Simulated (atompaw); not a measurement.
# Pseudopotential generation for lanthanum: PAW (atompaw), PBEsol

Aim: build the potential from the settings below, then test how well it stands in for the atom: scattering, ghost states and the plane-wave cutoff that it needs.

Program: atompaw 4.2.0.5. Reference atom: PBEsol, scalar-relativistic, spherical and spin-unpolarised. All values are calculated.

## (1) The design

The settings as typed:

```json
{
  "element": "lanthanum (La, Z = 57)",
  "type": "PAW",
  "frozen core": "[Xe]",
  "valence charge": "3",
  "reference configuration": "4f0 5d1 6s1 6p1",
  "partial waves": "6s (bound): rc 3.00 bohr; 6s channel at 0.1 Ry: rc 3.00 bohr; 6p (bound): rc 3.00 bohr; 6p channel at 1.25 Ry: rc 3.00 bohr; 5d (bound): rc 2.25 bohr; 5d channel at 4.6 Ry: rc 2.25 bohr; 4f (bound, empty): rc 1.45 bohr; 4f channel at 1.6 Ry: rc 1.45 bohr",
  "local potential": "ultrasoft scheme with l = 4 at 0 Ry, radius 2.80 bohr",
  "core correction": "smooth core density matched at 1.80 bohr",
  "augmentation charge": "sinc compensation charge, radius 2.35 bohr; PAW radius 3.00 bohr; waves and projectors: custom polynom gramschmidtortho"
}
```

The nodes and maxima of the atom's own shells, from an earlier all-electron run, set the scale for the radii.

All-electron outer shells of the reference configuration (PBEsol, scalar-relativistic, ld1.x):

```tsv
shell	level (eV)	outermost node (bohr)	outermost maximum (bohr)
5s	-40.06	0.77	1.41
5p	-23.49	0.83	1.58
4f	-5.50	–	0.75
6s	-4.31	1.86	3.74
5d	-3.97	0.95	2.19
6p	-1.86	2.19	4.93
```

## (2) The generation run

Input file La.input:

```
La 57
GGA-PBESOL scalarrelativistic loggrid 2001 logderivrange -2 5 176
6 6 5 4 0 0
6 0 1
6 1 1
5 2 1
4 3 0
0 0 0
c
c
c
c
c
v
c
c
c
c
v
c
c
v
v
3
3.00 2.35 2.80 1.80
y
0.1
n
y
1.25
n
y
4.6
n
y
1.6
n
custom polynom gramschmidtortho sinc
4 0 ultrasoft
3.00
3.00
3.00
3.00
2.25
2.25
1.45
1.45
PWSCFOUT
UPFDX 0.0125d0 UPFXMIN -7.d0 UPFZMESH 57.d0
END
```

Started as:

```
$ atompaw < La.input > La.log
```

Q: Predict the outcome of this session. Wanted: cutoffs for 10 and 1 mRy, occupied levels; bound ghosts; largest phase difference near zero energy, channels read; lowest eigenvalue of the overlap; share of valence orbitals outside the PAW sphere; UPF file.

The runs gave:

| quantity | value |
| --- | --- |
| cutoffs for 10 and 1 mRy, occupied levels | 10 Ry and 12 Ry |
| bound ghosts | s at -42.24 eV, p at -23.67 eV |
| largest phase difference near zero energy, channels read | 0.002 rad |
| lowest eigenvalue of the overlap (Bessel basis) | 0.597 (s) |
| share of valence orbitals outside the PAW sphere | 6s 84 %, 6p 95 %, 5d 39 %, 4f 2 % |
| UPF file | written |

**Reading.** It has a bound ghost (s, p), a state that the atom doesn't have, and that rules the file out. Close by lie the frozen 5s level (-40.1 eV) and 5p level (-23.5 eV). By its cutoff, 10 Ry for the looser tolerance, it is soft on the atom at that tolerance. The slowest occupied level is 5d: taken alone it needs 12 Ry to come within 1 mRy, against 8 Ry for 6p. That counts occupied waves only; other projectors can need more. Near zero energy the phases of the channels with partial waves agree within 0.002 rad. All of this concerns the isolated atom, not yet a solid.
